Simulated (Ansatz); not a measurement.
# H3NSZn: the cost of one run

Program: Ansatz 0.2.0, Gaussian basis. Level of theory: unrestricted cation, the program's frozen cores in correlated methods. These are calculated values, not measurements.

Levels to be run: UKS PBE-D4/def2-TZVPP; UKS r2SCAN-D4/def2-TZVPP; UKS PBE0-D4/def2-TZVPP; UKS B3LYP-D4/def2-TZVPP; UKS wB97X-V/def2-TZVPP; UKS wB97M-V/def2-TZVPP; UKS B2PLYP (frozen core with 3s3p of Cu, Zn)/def2-TZVPP; UHF-CCSD(T) with 3s3p of Cu, Zn/def2-TZVPP; UHF-MP2 with 3s3p of Cu, Zn/def2-QZVPP; extrapolation to the limit; then −ε(HOMO) from the neutral's earlier runs with LDA (SPW92), PBE-D4, revPBE-D4, BLYP-D4, r2SCAN-D4, B97M-V, PBE0-D4, B3LYP-D4, r2SCANh-D4, r2SCAN0-D4, HSE06-D4, BHLYP-D4, CAM-B3LYP-D4, LC-ωPBE, ωB97X-V, ωB97M-V.

## Step 1: The geometry

The geometry comes from an earlier relaxation with PBE0-D4 in a triple-zeta def2 set; it is a stationary point.

SMILES `[NH2][Zn][SH]`, 6 atoms, charge 0, spin multiplicity 1.

Atoms are counted from 1 here; the program's logs count them from 0.

Bond lengths: N1–Zn2 1.814 Å, N1–H4 1.010 Å, N1–H5 1.010 Å, Zn2–S3 2.156 Å, S3–H6 1.344 Å. Angles: Zn2–N1–H4 117.9°, Zn2–N1–H5 117.9°, H4–N1–H5 108.5°, N1–Zn2–S3 174.8°, Zn2–S3–H6 93.2°.

## Step 2: Cation, UKS PBE-D4/def2-TZVPP

Contents of in.yaml:

```yaml
crystal:
  periodic: [false, false, false]
  atoms:
    - {symbol: N, position_ang: [-1.099136, 0.308916, -1.008624]}
    - {symbol: Zn, position_ang: [0.039506, 0.136619, 0.393280]}
    - {symbol: S, position_ang: [1.273818, 0.052056, 2.159577]}
    - {symbol: H, position_ang: [-0.762793, 0.782923, -1.834330]}
    - {symbol: H, position_ang: [-1.618945, -0.507257, -1.297317]}
    - {symbol: H, position_ang: [2.167549, -0.773256, 1.587425]}
basis:
  gaussian: {orbitals: def2-TZVPP}
total_charge: 1
magnetization: {spin_polarized: true, initial_magnetization: 1}
hamiltonian: {xc: pbe, dispersion: d4}
```

Launch:

```bash
$ ansatz run in.yaml --threads 4 --pin off --events-out ev --progress --plain --max-ram 10444MiB
```

What time and memory should one allow on 4 threads of Arm Neoverse V2, shared host?

About 4.6 s, with a peak of 0.4 GiB.
